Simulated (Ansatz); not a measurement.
# Relaxation of In2SbO6

Aim: in In2SbO6, a structure type of another compound, with these elements put in, relax the atoms in a fixed cell, then read levels, charges and fields where it ends.

Method: DFT, PBE, no spin polarisation, plane waves, PAW, in Ansatz 0.2.0.

## Step 1: The cell

It takes space group C2/m (No. 12, monoclinic). The conventional cell has a = 13.422 Å, b = 3.983 Å, c = 5.116 Å, α = 90.00°, β = 104.16°, γ = 90.00°. O (site symmetry m) is surrounded by 1 Sb at 1.80 Å. Around O (site symmetry m) lie 3 In at 2.06 to 2.15 Å. Sb (site symmetry 2/m) is surrounded by 6 O at 1.80 to 2.34 Å. O (site symmetry m) is surrounded by 1 In at 1.94 Å and 2 Sb at 2.34 Å. In (site symmetry m) has 4 O at 1.94 to 2.15 Å as nearest neighbours.

Its coordinates follow in the input file.

The first density is read from a saved solution for the starting cell.

## Step 2: The walk to rest

input.yaml

```yaml
crystal:
  lattice:
    - [0.0, 3.983364, 0.0]
    - [6.711244, -1.991682, 0.0]
    - [1.252003, 0.0, -4.960609]
  atoms:
    - { symbol: O, position: [0.4171, 0.8342, 0.8339] }
    - { symbol: O, position: [0.5829, 0.1658, 0.1661] }
    - { symbol: O, position: [0.6963, 0.3926, 0.5987] }
    - { symbol: O, position: [0.3037, 0.6074, 0.4013] }
    - { symbol: Sb, position: [0.5, 0.0, 0.5] }
    - { symbol: O, position: [0.9309, 0.8618, 0.3798] }
    - { symbol: O, position: [0.0691, 0.1382, 0.6202] }
    - { symbol: In, position: [0.80844, 0.61688, 0.24275] }
    - { symbol: In, position: [0.19156, 0.38312, 0.75725] }
  symmetry: { tolerance: 0.0003 }
kpoints:
  mp_grid: { grid: [5, 5, 4], shift: [0, 0, 0] }
magnetization:
  spin_polarized: false
scf:
  occupations: { method: fermi_dirac }
  lower_state_search: "off"
hamiltonian:
  pseudopotentials: { kind: paw }
  xc: pbe
basis:
  ecutwfc: 420
  fft_grid_basis: typed
relax:
  max_steps: 40
output:
  forces: true
  stress: true
  eigenvalues: true
  populations: true
  elf: true
  write_potential: true
  volumetric_format: npy
  dos:
    e_range: [-12, 8]
    de: 0.05
    projected: { site_lists: { In: [In], O: [O], Sb: [Sb] } }
  bader: false
checkpoint:
  read: saved_state
```

Started as:

```console
> ansatz run input.yaml --threads 2 --pin off --max-ram 3584MiB --backend cpu --events-out ev --progress --plain --runs-dir out
```

What does the calculation give? Wanted: moves; energy gained; largest move; pressure left in the fixed cell; character.

The runs gave:

| quantity | value |
| --- | --- |
| moves | 10 |
| energy gained | 290.4 meV/atom |
| largest move | 0.88 Å (O) |
| space group (0.01 Å), before / after | C2/m / C2/m |
| pressure left in the fixed cell | -6.8 GPa |
| character | metal |
| density of states, mean within 0.25 eV of the Fermi level | 6.9 per eV per cell |

In words: In the fixed cell the largest move of an atom is 0.88 Å; the energy fell by 290.4 meV per atom. The fixed cell still holds a mean pressure of -6.8 GPa, so it would shrink if let free. The run held to 4 symmetry operations, so a lower structure without them is not ruled out. Bands cross the Fermi level: a metal; within 0.25 eV of the Fermi level the density of states averages 6.9 per eV per cell, mostly O p (98 %).

Keep in mind: an odd count of electrons without spin polarisation forces a partly filled band; the k mesh is coarse for a cell without a gap; the SCF threshold is loose for a stress.
